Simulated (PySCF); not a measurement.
# F3H3LaN (La(F)3(NH3)): the cost of one run

Method: several levels, as the steps say, no spin–orbit coupling; program: PySCF 2.14.0.

3 further runs of the same task are left out: 2 for a known fault of the program, 1 that didn't finish.

**1. Where the work starts**

8 atoms, charge 0, spin multiplicity 1.

Bond lengths: La1–F2 2.158 Å, La1–F3 2.158 Å, La1–F4 2.158 Å, La1–N5 2.726 Å, N5–H6 1.032 Å, N5–H7 1.032 Å, N5–H8 1.032 Å. Angles: F2–La1–F3 116.6°, F2–La1–F4 116.6°, F2–La1–N5 100.7°, F3–La1–F4 116.6°, F3–La1–N5 100.7°, F4–La1–N5 100.7°, La1–N5–H6 113.2°, La1–N5–H7 113.2°, La1–N5–H8 113.2°, H6–N5–H7 105.5°, H6–N5–H8 105.5°, H7–N5–H8 105.5°.

As a file:

```mol
F3H3LaN
  3D, bonds by distance, orders not assigned

  8  7  0  0  0  0  0  0  0  0999 V2000
    0.1152   -0.1152    0.1152 La  0  0
    1.2121    1.3854    1.2121 F   0  0
   -1.3854   -1.2121    1.2121 F   0  0
    1.2121   -1.2121   -1.3854 F   0  0
   -1.4589    1.4589   -1.4589 N   0  0
   -2.0808    2.0808   -0.9184 H   0  0
   -0.9184    2.0808   -2.0808 H   0  0
   -2.0808    0.9184   -2.0808 H   0  0
  1  2  8  0
  1  3  8  0
  1  4  8  0
  1  5  8  0
  5  6  8  0
  5  7  8  0
  5  8  8  0
M  END
```

Formal oxidation states: La +3. The 4f shell is empty and lies in the core potential. An earlier session relaxed this geometry at BP86, La lcecp-1-SVP with ECP46, F def2-SVP, N def2-SVP, H def2-SVP (singlet, point group C3v).

At BP86 on the finer grid: E = -387.744661 Eh, HOMO -7.20 eV, LUMO -1.50 eV, Mulliken charge on La1 +1.08 e, largest force component 0.018 eV/Å. The large-core potential holds the 4f shell empty.

Levels to run: HF; PBE0; revPBE; CAM-B3LYP; BP86, TZVP; BP86, x2c-SVP. Hardware: 2 threads of Arm Neoverse V1, shared host.

**2. HF**

run.py (the lines that set the calculation)

```python
mol = gto.M(atom='''
La     0.11515    -0.11515     0.11515
F      1.21206     1.38543     1.21206
F     -1.38543    -1.21206     1.21206
F      1.21206    -1.21206    -1.38543
N     -1.45893     1.45893    -1.45893
H     -2.08082     2.08082    -0.91844
H     -0.91844     2.08082    -2.08082
H     -2.08082     0.91844    -2.08082''',
    basis={'La': 'lcecp-1-SVP', 'F': 'def2-SVP', 'N': 'def2-SVP', 'H': 'def2-SVP'},
    ecp={'La': 'lcecp-1-SVP'},
    charge=0, spin=0)
mf = scf.RHF(mol)
mf = mf.density_fit()  # fitting sets: La AutoAux, F def2-universal-JKFIT, N def2-universal-JKFIT, H def2-universal-JKFIT
mf.conv_tol = 1e-08; mf.max_cycle = 55
mf.kernel(dm0)  # dm0: the density of the relaxed state
```

Run with:

```bash
> OMP_NUM_THREADS=2 python run.py
```

**Question.** How long does this run take on 2 threads of Arm Neoverse V1, shared host?

About 3 s.
